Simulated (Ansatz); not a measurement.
# MoN: the cost of one run

Program: Ansatz 0.2.0, Gaussian basis. Level of theory: def2-TZVPP, core rule «outside noble gas», up to 5 orbitals frozen. These are calculated values, not measurements.

The runs, in order: UHF; CCSD(T) on ROHF; CCSD(T) on UHF; CCSDT(Q) on ROHF; CCSDT(Q) on UHF; CASSCF and MRCISD+Q, 10 electrons in 10 orbitals; CASSCF and NEVPT2, 10 electrons in 10 orbitals.

5 further runs of the same task are left out: 5 set aside as unsound or not needed.

## 1. What is computed

The geometry is a PBE0/def2-TZVP stationary point (not a proven minimum) of the parent state, kept for this charge and spin. No spin-orbit coupling is included. Elements past krypton take def2 core potentials.

2 atoms, charge 1, spin multiplicity 7.

Atoms are counted from 1 here; the program's logs count them from 0.

Bond lengths: Mo1–N2 1.834 Å.

## 2. UHF

in.yaml reads:

```yaml
crystal:
  periodic: [false, false, false]
  atoms:
    - {symbol: Mo, position_ang: [0.000000, 0.000000, 0.000000]}
    - {symbol: N, position_ang: [0.000000, 0.000000, 1.833800]}
basis:
  gaussian: {orbitals: def2-TZVPP}
total_charge: 1
magnetization: {spin_polarized: true, initial_magnetization: 6}
hamiltonian: {xc: hf}
output: {orbitals: {seedname: orbitals}}
```

Command:

```
$ ansatz run in.yaml --threads 1 --pin off --events-out ev --progress --plain --max-ram 4096MiB --backend cpu
```

**Question.** How long does this run take on 1 thread of AMD EPYC 7R13, shared host, and how much memory does it need?

About 6 s, with a peak of 0.25 GiB.
